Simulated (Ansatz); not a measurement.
# CH2AlF2: the cost of one run

Program: Ansatz 0.2.0. Level of theory: RKS PBE/def2-SVP. These are calculated values, not measurements.

## Step 1: Starting point

Bond lengths: F1–C2 1.462 Å, C2–Al3 1.933 Å, Al3–F4 1.704 Å, C2–H5 1.122 Å, Al3–H6 1.629 Å. Angles: F1–C2–Al3 113.0°, F1–C2–H5 102.1°, Al3–C2–H5 104.0°, C2–Al3–F4 119.6°, C2–Al3–H6 141.3°, F4–Al3–H6 99.1°.

As a file:

```xyz
6

F    -0.2751    2.0866   -0.4943
C     0.2112    0.7656   -0.8883
Al    0.1568   -0.5218    0.5531
F     0.9607   -2.0137    0.3780
H    -0.5906    0.4196   -1.5926
H    -0.4629   -0.7362    2.0442
```

## Step 2: End point A

input.yaml

```yaml
crystal:
  periodic: [false, false, false]
  atoms:
    - { symbol: F, position_ang: [-0.27513, 2.08661, -0.49431] }
    - { symbol: C, position_ang: [0.21125, 0.76563, -0.88834] }
    - { symbol: Al, position_ang: [0.15676, -0.52183, 0.55307] }
    - { symbol: F, position_ang: [0.96066, -2.01374, 0.378] }
    - { symbol: H, position_ang: [-0.5906, 0.41959, -1.59259] }
    - { symbol: H, position_ang: [-0.46294, -0.73625, 2.04416] }
total_charge: -1
basis:
  gaussian: { orbitals: def2-SVP }
hamiltonian:
  xc: pbe
relax:
  f_tol: 0.02
  max_steps: 50
```

Started as:

```console
ansatz run input.yaml --threads 1 --pin off --max-ram 2048MiB --backend cpu --events-out ev --progress --plain --runs-dir out
```

Q: Estimate wall time and peak memory on 1 thread of Arm Neoverse V1, shared host.

About 19 s, with a peak of 0.13 GiB.
